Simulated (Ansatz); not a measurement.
# ClH5InNOSi: the cost of one run

All numbers below are computed with Ansatz 0.2.0 (RKS PBE0-D4/def2-SVP).

### Step 1. Starting point

Bond lengths: N1–In2 2.054 Å, In2–Cl3 2.289 Å, In2–O4 1.968 Å, O4–Si5 1.616 Å, N1–H6 1.017 Å, N1–H7 1.018 Å, Si5–H8 1.465 Å, Si5–H9 1.471 Å, Si5–H10 1.471 Å. Angles: N1–In2–Cl3 128.4°, N1–In2–O4 113.7°, Cl3–In2–O4 117.4°, In2–N1–H6 110.6°, In2–N1–H7 108.2°, H6–N1–H7 107.6°, In2–O4–Si5 138.2°, O4–Si5–H8 101.5°, O4–Si5–H9 109.9°, O4–Si5–H10 111.1°, H8–Si5–H9 112.2°, H8–Si5–H10 112.5°, H9–Si5–H10 109.4°.

Structure file:

```xyz
10

N    -1.5234    1.6704    1.6909
In    0.0465    1.0982    0.4959
Cl    1.8415    2.3430   -0.1868
O    -0.1775   -0.6841   -0.3071
Si    0.6036   -1.6447   -1.3459
H    -1.1859    2.1704    2.5094
H    -1.9971    0.8307    2.0168
H    -0.3642   -2.7307   -1.5233
H     1.8624   -2.1134   -0.7459
H     0.8942   -0.9397   -2.6040
```

### Step 2. Relaxing end A

Input file input.yaml:

```yaml
crystal:
  periodic: [false, false, false]
  atoms:
    - { symbol: "N", position_ang: [-1.5234, 1.67039, 1.69092] }
    - { symbol: In, position_ang: [0.04649, 1.09816, 0.49587] }
    - { symbol: Cl, position_ang: [1.84145, 2.34298, -0.18683] }
    - { symbol: O, position_ang: [-0.17746, -0.6841, -0.30709] }
    - { symbol: Si, position_ang: [0.60361, -1.64473, -1.34588] }
    - { symbol: H, position_ang: [-1.18592, 2.17035, 2.50937] }
    - { symbol: H, position_ang: [-1.99715, 0.83075, 2.01683] }
    - { symbol: H, position_ang: [-0.36419, -2.73069, -1.52334] }
    - { symbol: H, position_ang: [1.86242, -2.11335, -0.74586] }
    - { symbol: H, position_ang: [0.89416, -0.93975, -2.60397] }
basis:
  gaussian: { orbitals: def2-SVP }
hamiltonian:
  xc: pbe0
  dispersion: d4
relax:
  f_tol: 0.02
  max_steps: 50
```

Started as:

```console
$ ansatz run input.yaml --threads 2 --pin off --max-ram 3072MiB --backend cpu --events-out ev --progress --plain --runs-dir out
```

Q: Estimate wall time and peak memory on 2 threads of INTEL XEON PLATINUM 8581C at 2.30GHz (Emerald Rapids), shared host.

About 25 s, with a peak of 0.32 GiB.
